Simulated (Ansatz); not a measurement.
**ZnSn2N2 in Ansatz: the effect of strain**

The system is ZnSn2N2.

```xyz
5
Lattice="3.3523 0.0000 0.0000 0.0000 3.3523 0.0000 0.0000 0.0000 7.7416" Properties=species:S:1:pos:R:3 pbc="T T T"
Sn    1.6762    1.6762    2.3676
Sn    1.6762    1.6762    5.3740
Zn    0.0000    0.0000    0.0000
N     0.0000    1.6762    6.6128
N     1.6762    0.0000    1.1288
```

The cell comes from a database or a generator and needn't be the stable form of this composition.

Alike in all runs:

- Program: Ansatz 0.2.0
- Task: relaxation of the atoms
- Functional: PBE
- Potentials or basis: Ansatz PAW
- Cutoff: 420 eV (not typed: the program's choice for these potentials)
- k mesh: 7 × 7 × 3
- Occupations: fermi-dirac, width 0.05 eV
- Spin: no spin polarisation
- Kind of strain: uniaxial

Each run relaxes the cell or the atoms first.

| strain | pressure (GPa) |
| --- | --- |
| -0.04 | ? |
| -0.02 | 1.2 |
| -0.01 | 0.4 |
| 0 | -0.2 |
| 0.01 | -0.7 |
| 0.02 | -1.1 |
| 0.04 | -1.6 |

**Question.** What does the run with strain -0.04 give?

**Answer.** Pressure 3.0 GPa.

Worked out: A parabola through the other rows of the pressure, of slope -102 GPa per unit of strain there, extrapolates to 3.0 GPa, against the run's 3.0.

Caveats: the thresholds are loose for stress.
